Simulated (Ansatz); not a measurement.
# ClH3OZn (built from SMILES [H][H].[OH][Zn][Cl]): search for a transition state

Wanted: the transition state of a four-centre ligand exchange (form Zn1–H5, O2–H4 and break Zn1–O2, H4–H5). The guess is relaxed with those distances held, a saddle search follows, and vibrations and two downhill relaxations check it.

Computed with Ansatz 0.2.0, Gaussian basis. Level: PBE0-D4, def2-SVP first, then def2-TZVP.

31 further runs of the same task are left out: 31 set aside as unsound or not needed.

**1. Starting geometry**

The guess: 6 atoms, charge 0, spin multiplicity 1.

Atoms are counted from 1 here; the program's logs count them from 0.

Bond lengths: Zn1–O2 2.197 Å, Zn1–Cl3 2.105 Å, O2–H6 0.962 Å. Angles: O2–Zn1–Cl3 122.8°, Zn1–O2–H6 156.6°.

As a file:

```xyz
6

Zn   -0.46260    0.60420   -0.90440
O     0.18310   -0.66100    0.77130
Cl   -2.13940    0.15300   -2.09500
H     1.06740    0.25720    0.70700
H     1.20700    1.04750    0.13580
H     0.14460   -1.40090    1.38530
```

Distances that are to change: Zn1–H5 2.02 Å, O2–H4 1.28 Å, Zn1–O2 2.20 Å, H4–H5 0.99 Å.

**2. Constrained relaxation of the guess**

File hold/in.yaml:

```yaml
crystal:
  periodic: [false, false, false]
  atoms:
    - {symbol: Zn, position_ang: [-0.462600, 0.604200, -0.904400]}
    - {symbol: O, position_ang: [0.183100, -0.661000, 0.771300]}
    - {symbol: Cl, position_ang: [-2.139400, 0.153000, -2.095000]}
    - {symbol: H, position_ang: [1.067400, 0.257200, 0.707000]}
    - {symbol: H, position_ang: [1.207000, 1.047500, 0.135800]}
    - {symbol: H, position_ang: [0.144600, -1.400900, 1.385300]}
basis:
  gaussian: {orbitals: def2-SVP}
hamiltonian: {xc: pbe0, dispersion: d4}
relax: {f_tol: 0.08, max_steps: 120, escape_saddle: false, constraints: [{distance: [0, 4]}, {distance: [1, 3]}, {distance: [0, 1]}, {distance: [3, 4]}]}
```

No record of the launch command was kept for these runs.

The log in hold was not kept; the run's report gives a total energy of -63012.748843 eV.

It took 9 s on 4 threads, shared host; peak memory 0.16 GiB.

Distances of close pairs at the start and the end, largest changes first:

| bond | before (Å) | after (Å) | change (Å) |
| --- | --- | --- | --- |
| Zn1–H4 | 2.249 | 1.966 | -0.283 |
| O2–H6 | 0.962 | 0.968 | +0.006 |
| Zn1–Cl3 | 2.105 | 2.108 | +0.003 |
| Zn1–O2 | 2.197 | 2.197 | +0.000 |

**3. Saddle search in the small basis**

File presaddle/in.yaml:

```yaml
crystal:
  periodic: [false, false, false]
  atoms:
    - {symbol: Zn, position_ang: [-0.564265, 0.338258, -0.712238]}
    - {symbol: O, position_ang: [0.073166, -0.513919, 1.209508]}
    - {symbol: Cl, position_ang: [-2.010952, 0.353443, -2.245999]}
    - {symbol: H, position_ang: [0.876238, 0.287168, 0.624233]}
    - {symbol: H, position_ang: [1.222635, 0.955696, -0.010914]}
    - {symbol: H, position_ang: [0.403278, -1.420647, 1.135410]}
basis:
  gaussian: {orbitals: def2-SVP}
hamiltonian: {xc: pbe0, dispersion: d4}
saddle:
  f_tol: 0.04
  max_steps: 70
  order_check: false
  mode_guess:
    - [0.5960, 0.6941, -0.5270]
    - [0.9193, 0.2397, 0.4163]
    - [0.0000, 0.0000, 0.0000]
    - [-0.9808, -1.3063, 1.1033]
    - [-0.5345, 0.3725, -0.9926]
    - [0.0000, 0.0000, 0.0000]
```

The log in presaddle was not kept; the run's report gives a total energy of -63013.077689 eV.

Wall time 26 s (4 threads, shared host); peak memory 0.15 GiB.

**4. Saddle search in triple zeta**

File saddle/in.yaml:

```yaml
crystal:
  periodic: [false, false, false]
  atoms:
    - {symbol: Zn, position_ang: [-0.511630, 0.263005, -0.581590]}
    - {symbol: O, position_ang: [0.087893, -0.539749, 1.055757]}
    - {symbol: Cl, position_ang: [-1.904327, 0.371579, -2.170336]}
    - {symbol: H, position_ang: [0.946800, 0.327365, 0.568262]}
    - {symbol: H, position_ang: [1.113380, 1.054042, -0.080127]}
    - {symbol: H, position_ang: [0.267984, -1.476242, 1.208034]}
basis:
  gaussian: {orbitals: def2-TZVP}
hamiltonian: {xc: pbe0, dispersion: d4}
saddle:
  f_tol: 0.01
  max_steps: 50
  order_check: false
  mode_guess:
    - [0.2129, 0.3874, -0.2124]
    - [0.1918, 0.1593, -0.0081]
    - [-0.0712, -0.0628, 0.0054]
    - [-0.2997, -0.5961, 0.3732]
    - [-0.1916, -0.0097, -0.1650]
    - [0.1578, 0.1219, 0.0069]
```

Log (excerpt; [...] marks lines left out):

```text
Functional definition: PBE0
  name "PBE0"
  cite "Adamo & Barone, J. Chem. Phys. 110, 6158 (1999) doi:10.1063/1.478522"
  cite "Perdew, Burke & Ernzerhof, Phys. Rev. Lett. 77, 3865 (1996) doi:10.1103/PhysRevLett.77.3865"
  parent pbe
[...]
1092 factors; their error is unknown
[...]
mean field -63026.94722478 eV, -2316.1975893114 hartree, gradient 2.2e-5 eV, S^2 0.000000; 0 other end points of the search recorded, 0 dependent functions left out
[...]
reference -63026.94725541 eV, -2316.1975904370 hartree; 29, 29 occupied and 105, 105 virtual orbitals, 1092 factors
[...]
1092 factors; their error is unknown
mean field -63026.94555086 eV, -2316.1975277959 hartree, gradient 1.3e-6 eV, S^2 0.000000; 0 other end points of the search recorded, 0 dependent functions left out
[...]
reference -63026.94558148 eV, -2316.1975289214 hartree; 29, 29 occupied and 105, 105 virtual orbitals, 1092 factors
[...]
1092 factors; their error is unknown
[...]
mean field -63026.94482050 eV, -2316.1975009559 hartree, gradient 1.3e-6 eV, S^2 0.000000; 0 other end points of the search recorded, 0 dependent functions left out
[...]
reference -63026.94485110 eV, -2316.1975020801 hartree; 29, 29 occupied and 105, 105 virtual orbitals, 1092 factors
saddle step   1: F+E_penalty+E_count = -63027.02510257 eV  max|allowed force component| = 2.859e-1 eV/Å  curvature = -9.2094 eV/Å²  mode residual = 7.48e-1 eV/Å²  Δτ_max = 0.0000 Å  (1 rotations, 3 force calls, 73 SCF iters)  cluster: 3 rotations left out, max|force component along them| [...]
saddle step   7: F+E_penalty+E_count = -63027.02655542 eV  max|allowed force component| = 2.741e-2 eV/Å  curvature = -9.4597 eV/Å²  mode residual = 3.68e-1 eV/Å²  Δτ_max = 0.0056 Å  (1 rotations, 3 force calls, 80 SCF iters)  cluster: 3 rotations left out, max|force component along them| [...]
saddle step   8: F+E_penalty+E_count = -63027.02664100 eV  max|allowed force component| = 9.192e-3 eV/Å  curvature = -9.3947 eV/Å² (error put at 0.0061; -9.4007 at half of saddle.amplitude)  mode residual = 2.14e-1 eV/Å²  Δτ_max = 0.0035 Å  (1 rotations, 12 force calls, 279 SCF iters)  [...]
Total energy: -63027.02667161 eV, -2316.2005089287 hartree
Atom 0 at    -0.501304     0.270498    -0.589357 Å, force     0.009192    -0.003382     0.007695 eV/Å
Atom 1 at     0.095892    -0.541686     1.063432 Å, force    -0.005235     0.006430    -0.005227 eV/Å
Atom 2 at    -1.892482     0.383528    -2.166669 Å, force    -0.003304     0.000962    -0.001982 eV/Å
Atom 3 at     0.934085     0.315351     0.564566 Å, force    -0.000566    -0.000627    -0.000610 eV/Å
Atom 4 at     1.084834     1.044882    -0.091242 Å, force    -0.002402    -0.001246     0.000048 eV/Å
Atom 5 at     0.279076    -1.472574     1.219271 Å, force     0.002315    -0.002137     0.000075 eV/Å
Dipole moment:     0.357696    -0.273156     0.267713 e Å
```

Run time: 37 s. Hardware: 4 threads, shared host; peak memory 0.31 GiB.

The point found:

```xyz
6
ClH3OZn
Zn   -0.5013    0.2705   -0.5894
O     0.0959   -0.5417    1.0634
Cl   -1.8925    0.3835   -2.1667
H     0.9341    0.3154    0.5646
H     1.0848    1.0449   -0.0912
H     0.2791   -1.4726    1.2193
```

Followed mode, largest move set to 1: H4 (-0.36, -0.78, 0.51); Zn1 (0.25, 0.48, -0.28); H5 (-0.22, 0.02, -0.23); O2 (0.23, 0.20, 0.01).

**5. Checking the order of the point**

File vib/in.yaml:

```yaml
crystal:
  periodic: [false, false, false]
  atoms:
    - {symbol: Zn, position_ang: [-0.501304, 0.270498, -0.589357]}
    - {symbol: O, position_ang: [0.095892, -0.541686, 1.063432]}
    - {symbol: Cl, position_ang: [-1.892482, 0.383528, -2.166669]}
    - {symbol: H, position_ang: [0.934085, 0.315351, 0.564566]}
    - {symbol: H, position_ang: [1.084834, 1.044882, -0.091242]}
    - {symbol: H, position_ang: [0.279076, -1.472574, 1.219271]}
basis:
  gaussian: {orbitals: def2-TZVP}
hamiltonian: {xc: pbe0, dispersion: d4}
phonons: {temperatures: {t_min: 298.15, t_max: 900, t_step: 200}}
```

Log (excerpt; [...] marks lines left out):

```text
[... 5 set-up lines as earlier in the session ...]
[...]
1092 factors; their error is unknown
[...]
mean field -63026.95043649 eV, -2316.1977073395 hartree, gradient 2.2e-5 eV, S^2 0.000000; 0 other end points of the search recorded, 0 dependent functions left out
[...]
reference -63026.95046710 eV, -2316.1977084643 hartree; 29, 29 occupied and 105, 105 virtual orbitals, 1092 factors
[... from here to the last solve, the lines of the solves are left out (35 solves) ...]
1092 factors; their error is unknown
mean field -63026.95042641 eV, -2316.1977069691 hartree, gradient 2.1e-6 eV, S^2 0.000000; 0 other end points of the search recorded, 0 dependent functions left out
[...]
reference -63026.95045701 eV, -2316.1977080939 hartree; 29, 29 occupied and 105, 105 virtual orbitals, 1092 factors
WARN: phonons: modes at or below zero, which the zero-point energy, F, S and C_V leave out: 1, the lowest at -1262.92 cm⁻¹. A minimum has none, and a first-order saddle one
Total energy: -63027.02667135 eV, -2316.2005089190 hartree
Atom 0 at    -0.501304     0.270498    -0.589357 Å, force     0.009168    -0.003469     0.007772 eV/Å
Atom 1 at     0.095892    -0.541686     1.063432 Å, force    -0.005255     0.006455    -0.005234 eV/Å
Atom 2 at    -1.892482     0.383528    -2.166669 Å, force    -0.003277     0.000993    -0.001994 eV/Å
Atom 3 at     0.934085     0.315351     0.564566 Å, force    -0.000590    -0.000601    -0.000655 eV/Å
Atom 4 at     1.084834     1.044882    -0.091242 Å, force    -0.002363    -0.001207     0.000029 eV/Å
Atom 5 at     0.279076    -1.472574     1.219271 Å, force     0.002318    -0.002173     0.000080 eV/Å
Dipole moment:     0.357696    -0.273156     0.267713 e Å
Vibrations: -1262.92 124.88 162.14 379.93 402.67 547.91 712.13 837.94 1279.30 1703.28 1827.46 3866.58 cm⁻¹, zero-point energy 0.734248 eV
```

It took 35 s on 4 threads, shared host; peak memory 0.31 GiB.

Wavenumbers and character of the modes:

| mode | wavenumber (cm⁻¹) | character |
| --- | --- | --- |
| 1 | 1263i | changes Zn1–H5, O2–H4, H4–H5 |
| 2 | 125 | bend |
| 3 | 162 | torsion |
| 4 | 380 | bend with torsion |
| 5 | 403 | Zn–Cl stretch |
| 6 | 548 | Zn–O stretch |
| 7 | 712 | bend with torsion |
| 8 | 838 | Zn–H stretch with bend |
| 9 | 1279 | bend |
| 10 | 1703 | Zn–H stretch |
| 11 | 1827 | bend with Zn–H stretch |
| 12 | 3867 | O–H stretch |

Vibrational sums (real modes only):

| T (K) | entropy (J/mol/K) | heat capacity (J/mol/K) |
| --- | --- | --- |
| 298 | 36.0 | 40.0 |
| 498 | 60.3 | 54.9 |
| 698 | 80.5 | 64.3 |
| 898 | 97.5 | 70.6 |

**6. Relaxing after a step of 0.30 Å one way along the mode**

File downa/in.yaml:

```yaml
crystal:
  periodic: [false, false, false]
  atoms:
    - {symbol: Zn, position_ang: [-0.427524, 0.415758, -0.672601]}
    - {symbol: O, position_ang: [0.164152, -0.481884, 1.065390]}
    - {symbol: Cl, position_ang: [-1.922068, 0.359737, -2.168215]}
    - {symbol: H, position_ang: [0.824753, 0.080776, 0.716292]}
    - {symbol: H, position_ang: [1.020022, 1.050954, -0.159166]}
    - {symbol: H, position_ang: [0.340765, -1.425341, 1.218300]}
basis:
  gaussian: {orbitals: def2-TZVP}
hamiltonian: {xc: pbe0, dispersion: d4}
relax: {f_tol: 0.005, max_steps: 200}
```

Log (excerpt; [...] marks lines left out):

```text
[... 5 set-up lines as earlier in the session ...]
[...]
1092 factors; their error is unknown
[...]
mean field -63027.25536394 eV, -2316.2089132167 hartree, gradient 5.7e-5 eV, S^2 0.000000; 0 other end points of the search recorded, 0 dependent functions left out
[...]
reference -63027.25539503 eV, -2316.2089143592 hartree; 29, 29 occupied and 105, 105 virtual orbitals, 1092 factors
relax step   1: F+E_penalty+E_count = -63027.32880830 eV  Δ(F+E_penalty+E_count) = +0.000e0 eV  max|allowed force component| = 3.218e0 eV/Å  Δτ_max = 0.0000 Å  (26 SCF iters, accepted)
[...]
1092 factors; their error is unknown
[...]
mean field -63028.29820899 eV, -2316.2472370653 hartree, gradient 1.2e-5 eV, S^2 0.000000; 1 other end points of the search recorded, 0 dependent functions left out
[...]
reference -63028.29824039 eV, -2316.2472382195 hartree; 29, 29 occupied and 105, 105 virtual orbitals, 1092 factors
Total energy: -63028.37805236 eV, -2316.2501712550 hartree
Atom 0 at    -0.051889     0.862736    -0.787343 Å, force     0.002608     0.000058     0.002980 eV/Å
Atom 1 at     0.164992    -0.458018     0.971720 Å, force    -0.001913    -0.000136    -0.000800 eV/Å
Atom 2 at    -1.690898    -0.370257    -1.463397 Å, force    -0.001112    -0.000943    -0.000998 eV/Å
Atom 3 at     0.991001    -0.816618     1.307386 Å, force     0.001094    -0.000614    -0.000275 eV/Å
Atom 4 at     1.004782     1.977019    -0.777298 Å, force    -0.001111    -0.000247    -0.000824 eV/Å
Atom 5 at    -0.417888    -1.194862     0.748932 Å, force     0.000434     0.001881    -0.000083 eV/Å
Dipole moment:     0.510129    -0.363992     0.569864 e Å
```

It took 22 s on 4 threads, shared host; peak memory 0.32 GiB.

Step by step:

| step | energy from step 1 (eV) | largest force component (eV/Å) |
| --- | --- | --- |
| 1 | 0.0000 | 3.2180 |
| 2 | -0.4408 | 0.7701 |
| 3 | -0.6226 | 1.7220 |
| 4 | -0.7834 | 2.0430 |
| 5 | -0.9269 | 0.4003 |
| 6 | -0.9694 | 0.5379 |
| 7 | -0.9829 | 0.9863 |
| 8 | -1.0116 | 0.5569 |
| 9 | -1.0329 | 0.2788 |
| 10 | -1.0344 | 0.3577 |
| 11 | -1.0457 | 0.1745 |
| 12 | -1.0477 | 0.0429 |
| 13 | -1.0488 | 0.0898 |
| 14 | -1.0491 | 0.0615 |
| 15 | -1.0492 | 0.0030 |

Distances of close pairs at the start and the end, largest changes first:

| bond | before (Å) | after (Å) | change (Å) |
| --- | --- | --- | --- |
| Zn1–H4 | 1.900 | 2.880 | +0.980 |
| Zn1–O2 | 2.044 | 2.210 | +0.167 |
| Zn1–H5 | 1.662 | 1.536 | -0.126 |
| Zn1–Cl3 | 2.115 | 2.160 | +0.044 |
| O2–H4 | 0.935 | 0.961 | +0.026 |
| O2–H6 | 0.972 | 0.966 | -0.006 |

**7. Relaxing after a step of 0.30 Å the other way along the mode**

File downb/in.yaml:

```yaml
crystal:
  periodic: [false, false, false]
  atoms:
    - {symbol: Zn, position_ang: [-0.575084, 0.125239, -0.506113]}
    - {symbol: O, position_ang: [0.027632, -0.601487, 1.061473]}
    - {symbol: Cl, position_ang: [-1.862897, 0.407319, -2.165123]}
    - {symbol: H, position_ang: [1.043417, 0.549927, 0.412839]}
    - {symbol: H, position_ang: [1.149646, 1.038810, -0.023319]}
    - {symbol: H, position_ang: [0.217387, -1.519808, 1.220242]}
basis:
  gaussian: {orbitals: def2-TZVP}
hamiltonian: {xc: pbe0, dispersion: d4}
relax: {f_tol: 0.005, max_steps: 200}
```

Log (excerpt; [...] marks lines left out):

```text
[... 5 set-up lines as earlier in the session ...]
[...]
1092 factors; their error is unknown
[...]
mean field -63026.97633404 eV, -2316.1986590571 hartree, gradient 5.9e-5 eV, S^2 0.000000; 0 other end points of the search recorded, 0 dependent functions left out
[...]
reference -63026.97636572 eV, -2316.1986602214 hartree; 29, 29 occupied and 105, 105 virtual orbitals, 1092 factors
relax step   1: F+E_penalty+E_count = -63027.05092894 eV  Δ(F+E_penalty+E_count) = +0.000e0 eV  max|allowed force component| = 4.301e0 eV/Å  Δτ_max = 0.0000 Å  (26 SCF iters, accepted)
[...]
1092 factors; their error is unknown
mean field -63027.86584634 eV, -2316.2313480311 hartree, gradient 4.1e-5 eV, S^2 0.000000; 1 other end points of the search recorded, 0 dependent functions left out
[...]
reference -63027.86587833 eV, -2316.2313492068 hartree; 29, 29 occupied and 105, 105 virtual orbitals, 1092 factors
Total energy: -63027.93970925 eV, -2316.2340624429 hartree
Atom 0 at    -0.676724    -0.299445    -0.348908 Å, force     0.000557    -0.001021     0.001583 eV/Å
Atom 1 at     0.101947    -1.030715     1.065599 Å, force    -0.000750    -0.000095    -0.000458 eV/Å
Atom 2 at    -1.597903     0.559143    -2.016211 Å, force     0.000002     0.000007    -0.000081 eV/Å
Atom 3 at     1.345640     1.081258     0.236029 Å, force     0.000235     0.000310    -0.000296 eV/Å
Atom 4 at     1.148328     1.507036    -0.350552 Å, force    -0.000100    -0.000151     0.000216 eV/Å
Atom 5 at    -0.321188    -1.817275     1.414042 Å, force     0.000057     0.000950    -0.000964 eV/Å
Dipole moment:    -0.028067    -0.214919     0.176874 e Å
```

Run time: 19 s. Hardware: 4 threads, shared host; peak memory 0.32 GiB.

The steps of the relaxation: (the energy doesn't fall at every step)

| step | energy from step 1 (eV) | largest force component (eV/Å) |
| --- | --- | --- |
| 1 | 0.0000 | 4.3010 |
| 2 | -0.5652 | 0.6776 |
| 3 | -0.7407 | 1.4990 |
| 4 | -0.8266 | 1.5440 |
| 5 | -0.7086 | 2.6000 |
| 6 | -0.8732 | 0.3198 |
| 7 | -0.8806 | 0.3853 |
| 8 | -0.8863 | 0.0681 |
| 9 | -0.8882 | 0.0398 |
| 10 | -0.8886 | 0.0402 |
| 11 | -0.8887 | 0.0114 |
| 12 | -0.8887 | 0.0016 |

Close pairs (by a distance rule), those that changed most:

| bond | before (Å) | after (Å) | change (Å) |
| --- | --- | --- | --- |
| Zn1–H4 | 1.909 | 2.518 | +0.609 |
| H4–H5 | 0.664 | 0.751 | +0.087 |
| Zn1–O2 | 1.830 | 1.773 | -0.057 |
| Zn1–Cl3 | 2.119 | 2.089 | -0.030 |
| O2–H6 | 0.951 | 0.959 | +0.008 |

**8. The three structures**

| pair | start side (Å) | saddle (Å) | end side (Å) |
| --- | --- | --- | --- |
| Zn1–H5 | 2.568 | 1.834 | 1.536 |
| O2–H4 | 2.588 | 1.298 | 0.961 |
| Zn1–O2 | 1.773 | 1.936 | 2.210 |
| H4–H5 | 0.751 | 0.992 | 3.486 |

**9. Outcome**

| quantity | value |
| --- | --- |
| imaginary mode | 1263i cm⁻¹ |
| barrier from the start side | 0.913 eV |
| barrier from the end side | 1.351 eV |
| energy of the step | -0.438 eV |
| pairs that change | Zn1–H5 formed, O2–H4 formed, Zn1–O2 loosened, H4–H5 broken |
| zero-point energy at the saddle | 0.734 eV |

The point has a single imaginary mode (1263i cm⁻¹), as a transition state must. It joins the planned start and end. A bond meant to break is only loosened at the end: the products stay bound as an adduct. At PBE0-D4/def2-TZVP the electronic barrier is 0.913 eV, about 36 kT at 298 K, and the step runs 0.438 eV downhill. The barrier is thin enough for tunnelling; the leading (Wigner) term alone is a factor of 2.5 at 298 K. Lower complexes than these ends may exist.
